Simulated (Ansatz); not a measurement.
The system is InSb3.

```
Sb In
1.0
     0.00000    3.79455    3.79455
     3.79455    0.00000    3.79455
     3.79455    3.79455    0.00000
Sb In
3 1
Direct
  0.50000 0.50000 0.50000
  0.75000 0.75000 0.75000
  0.25000 0.25000 0.25000
  0.00000 0.00000 0.00000
```

The cell comes from a database or a generator and needn't be the stable form of this composition.

Base run:

```yaml
Program: Ansatz 0.2.0
Functional: PBE0 form with a typed share of exact exchange
Potentials_or_basis: Ansatz PAW
Cutoff: "420 eV (not typed: the program's choice for these potentials)"
k_mesh: 4 × 4 × 4
Occupations: fermi-dirac, width 0.05 eV
Spin: no spin polarisation
```

Its results: band gap on the k mesh none (metal or under the smearing width); pressure -1.3 GPa.

Task: The run is repeated on the same cell with these changes: share of exact exchange from 0 to 0.5. What comes out?

Result: Band gap on the k mesh none (metal or under the smearing width); pressure -6.0 GPa.

Caveats: the PAW data sets were made with another functional, which shifts forces and pressure a little (some runs); the PAW data sets come from PBE, with cores solved anew for the run's functional, which leaves a small shift of forces and pressure (some runs); the thresholds are loose for stress (some runs).
